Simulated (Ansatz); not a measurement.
# C4H2F2Si: up Jacob's ladder to CCSD(T)

One table from this session's results is given with a row withheld; the runs are named, their logs left out.

Method: functionals in def2-TZVPP, the program's frozen cores in correlated methods; program: Ansatz 0.2.0, Gaussian basis.

Levels to be run: LDA (SPW92), PBE-D4, revPBE-D4, BLYP-D4, r2SCAN-D4, B97M-V, PBE0-D4, B3LYP-D4, r2SCANh-D4, r2SCAN0-D4, HSE06-D4, BHLYP-D4, CAM-B3LYP-D4, LC-ωPBE, ωB97X-V, ωB97M-V, B2PLYP, PBE-QIDH; CCSD(T)/def2-SVP; CCSD(T)/def2-TZVPP; MP2/def2-QZVPP; extrapolation to the limit; RPA on PBE.

## The relaxed structure

The geometry comes from an earlier relaxation with PBE0-D4 in a triple-zeta def2 set; it is a stationary point, not always the lowest conformer.

SMILES `C#C[Si](F)(F)C#C`, 9 atoms, charge 0, spin multiplicity 1.

Atoms are counted from 1 here; the program's logs count them from 0.

Bond lengths: C1–C2 1.205 Å, C1–H8 1.067 Å, C2–Si3 1.802 Å, Si3–F4 1.578 Å, Si3–F5 1.578 Å, Si3–C6 1.802 Å, C6–C7 1.205 Å, C7–H9 1.067 Å. Angles: C2–C1–H8 179.8°, C1–C2–Si3 178.9°, C2–Si3–F4 109.4°, C2–Si3–F5 109.4°, C2–Si3–C6 112.0°, F4–Si3–F5 107.2°, F4–Si3–C6 109.4°, F5–Si3–C6 109.4°, Si3–C6–C7 178.8°, C6–C7–H9 179.8°.

The first run:

in.yaml reads:

```yaml
crystal:
  periodic: [false, false, false]
  atoms:
    - {symbol: C, position_ang: [0.701351, -2.470246, 0.470684]}
    - {symbol: C, position_ang: [0.551982, -1.400132, -0.061875]}
    - {symbol: Si, position_ang: [0.310968, 0.212613, -0.829460]}
    - {symbol: F, position_ang: [-0.471864, 0.033814, -2.188124]}
    - {symbol: F, position_ang: [1.715843, 0.840941, -1.179170]}
    - {symbol: C, position_ang: [-0.599074, 1.341837, 0.240539]}
    - {symbol: C, position_ang: [-1.208391, 2.079182, 0.972749]}
    - {symbol: H, position_ang: [0.835412, -3.418920, 0.939178]}
    - {symbol: H, position_ang: [-1.747725, 2.734713, 1.618378]}
basis:
  gaussian: {orbitals: def2-TZVPP}
hamiltonian: {xc: lda}
output: {orbitals: {seedname: orbitals}}
```

Run with:

```bash
ansatz run in.yaml --threads 4 --pin off --events-out ev --progress --plain --max-ram 10444MiB
```

Among the steps run: LDA; PBE-D4 (GGA); revPBE-D4 (GGA); BLYP-D4 (GGA); r2SCAN-D4 (meta-GGA); B97M-V (meta-GGA); PBE0-D4 (hybrid); B3LYP-D4 (hybrid); r2SCANh-D4 (hybrid); r2SCAN0-D4 (hybrid); HSE06-D4 (hybrid); BHLYP-D4 (hybrid); CAM-B3LYP-D4 (range-separated); LC-ωPBE (range-separated); ωB97X-V (range-separated); ωB97M-V (range-separated); B2PLYP (double hybrid); PBE-QIDH (double hybrid).

One table of the session follows, with a row left open; its other results are not shown here.

It belongs to the step «Orbital energies across the functionals». 

| functional | HOMO (eV) | gap (eV) |
| --- | --- | --- |
| LDA (SPW92) | -7.72 | 5.36 |
| PBE-D4 | ? | ? |
| revPBE-D4 | -7.44 | 5.47 |
| BLYP-D4 | -7.33 | 5.41 |
| r2SCAN-D4 | -7.75 | 5.90 |
| B97M-V | -7.72 | 5.93 |
| PBE0-D4 | -8.74 | 7.58 |
| B3LYP-D4 | -8.48 | 7.12 |
| r2SCANh-D4 | -8.21 | 6.69 |
| r2SCAN0-D4 | -8.91 | 7.88 |
| HSE06-D4 | -8.34 | 6.80 |
| BHLYP-D4 | -9.79 | 9.68 |
| CAM-B3LYP-D4 | -10.09 | 10.06 |
| LC-ωPBE | -11.56 | 12.69 |
| ωB97X-V | -11.11 | 12.16 |
| ωB97M-V | -10.98 | 11.90 |

Q: Estimate the row for PBE-D4 from the others.

The run gave: HOMO (eV): -7.51; gap (eV): 5.43. In the column «HOMO (eV)» it lies between B97M-V (-7.72) and revPBE-D4 (-7.44).
